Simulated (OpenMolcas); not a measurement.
# Re⁴⁺ among point charges: CASSCF and CASPT2 levels and susceptibility

Aim: the splitting of the states of Re⁴⁺ in the field of 6 point charges, its lowest levels with spin-orbit coupling and its magnetic susceptibility.

The numbers are computed with OpenMolcas 26.06 (state-averaged CASSCF and CASPT2, spin-orbit coupling by RASSI with atomic mean-field integrals), except any that are marked as measured or tabulated.

### 1 Starting point

```
Species                           : Re⁴⁺ (rhenium, Z = 75, 71 electrons)
Basis                             : ANO-RCC-VDZP [7s6p4d2f1g], 68 functions
Scalar Hamiltonian                : DKH2, point nucleus
Inactive shells                   : 1s 2s 2p 3s 3p 3d 4s 4p 4d 4f 5s 5p
Active space                      : 3 electrons in 5 orbitals (5d)
Some configurations of this space : 5d3
Orbitals                          : optimised for each spin and parity, averaged over all roots
```

Outer shells as boxes (Hund's rule):

5d3
```
5d [↑ ][↑ ][↑ ][  ][  ]
```

The ion sits among 6 point charges of -1.7 e arranged as an octahedron (Oh), 1.96 Å from the ion.

Each step is its own input file, run in one work folder so that later steps find the files of earlier ones. Labels, J, g values, rates, χT and fits are worked out afterwards by a script from the matrices that RASSI stores. The input lists half of the charges; inversion (Group=XYZ) makes the rest.

### 2 GATEWAY and SEWARD: basis and integrals

a.inp

```
&GATEWAY
Coord
1

Re 0.0 0.0 0.0
Basis=ANO-RCC-VDZP
Group=XYZ
NoMove
AngMom=0.0 0.0 0.0
AMFI
XField
3 Angstrom 0
1.960000 0.000000 0.000000 -1.700000
0.000000 1.960000 0.000000 -1.700000
0.000000 0.000000 1.960000 -1.700000
&SEWARD
```

### 3 Reference wave functions, quartets of even parity, 10 roots

a.inp

```
&RASSCF
FileOrb=start.orb
Symmetry=1
Spin=4
nActEl=3 0 0
Inactive=15 19
Ras2=5 0
CIRoot=10 10 1
SDav=10
CIMx=300
Iter=120 100
PrWF=0.3
OrbListing=Nothing
MaxOrb=0
>>> COPY $Project.JobIph JOB001
```

start.orb holds the contracted functions of the basis, ordered by shell, or the orbitals of the step before.

### 4 CASSCF: doublets of even parity, 40 roots

a.inp

```
&RASSCF
FileOrb=start.orb
Symmetry=1
Spin=2
nActEl=3 0 0
Inactive=15 19
Ras2=5 0
CIRoot=40 40 1
SDav=40
CIMx=300
Iter=120 100
PrWF=0.3
OrbListing=Nothing
MaxOrb=0
>>> COPY $Project.JobIph JOB002
```

### 5 RASSI: spin-orbit coupling between the states

a.inp

```
&RASSI
NrOfJobIphs=2 10 40
1 2 3 4 5 6 7 8 9 10
1 2 3 4 5 6 7 8 9 10 11 12 13 14 15 16 17 18 19 20 21 22 23 24 25 26 27
28 29 30 31 32 33 34 35 36 37 38 39 40
IphNames
JOB001
JOB002
EJob
SpinOrbit
DIPRint=1.0
SOCoupling=1000.0
Subsets=2
Property=9
'ANGMOM' 1 'ANGMOM' 2 'ANGMOM' 3 'MLTPL  1' 1 'MLTPL  1' 2 'MLTPL  1' 3
'AMFI' 1 'AMFI' 2 'AMFI' 3
SOProperty=3
'ANGMOM' 1 'ANGMOM' 2 'ANGMOM' 3
```

### 6 CASPT2: IPEA 0.25, imaginary shift 0.1 (closed shells correlated: 5s 5p)

a.inp

```
>>> COPY JOB001 $Project.JobIph
&CASPT2
Multistate=10 1 2 3 4 5 6 7 8 9 10
NoMult
Frozen=14 16
IPEA=0.25
Imaginary=0.1
MaxIter=60
WThr=0.0 0.3 0.05
PrWF=0.5
NoMix
>>> COPY JOB002 $Project.JobIph
&CASPT2
Multistate=40 1 2 3 4 5 6 7 8 9 10 11 12 13 14 15 16 17 18 19 20 21 22
23 24 25 26 27 28 29 30 31 32 33 34 35 36 37 38 39 40
NoMult
Frozen=14 16
IPEA=0.25
Imaginary=0.1
MaxIter=60
WThr=0.0 0.3 0.05
PrWF=0.5
NoMix
```

(Steps that only read results are left out.)

**Question.** What will these runs give? Wanted: spin-free ground state; first state of the same spin within the active space; lowest level; next level.

As calculated:

| quantity | value |
| --- | --- |
| method | SS-CASPT2, IPEA 0.25, imaginary shift 0.1 (closed shells correlated: 5s 5p) |
| spin-free ground state | 4A2, 1-fold in its orbital part |
| first state of the same spin within the active space | 4T2 at 12800 cm⁻¹ |
| lowest level | 4-fold Γ8 |
| next level | 9661.6 cm⁻¹ |
| χT at 300 K | 0.52 cm³ K/mol |
| effective moment at 300 K | 2.04 μB |

Cost by method:

| method | time of its own steps | time with the reference |
| --- | --- | --- |
| A. CASSCF | 21 s | 21 s |
| B. SS-CASPT2, IPEA 0.25, imaginary shift 0.1, +5s 5p | 9.5 s | 31 s |

Times are of one thread on a shared host.

What this shows: The spin-free ground state (4A2) comes to 100 % from free-ion F terms and keeps the highest spin of the shell. χT at 300 K is 0.52, against 1.88 cm³ K/mol for the spin alone, so spin-orbit coupling lowers it. CASPT2 does not keep the components of a term degenerate, and the means are used. The field of point charges can differ much from that of real complexes. Point charges carry no covalency, so the field is a model and not that of real ligands.
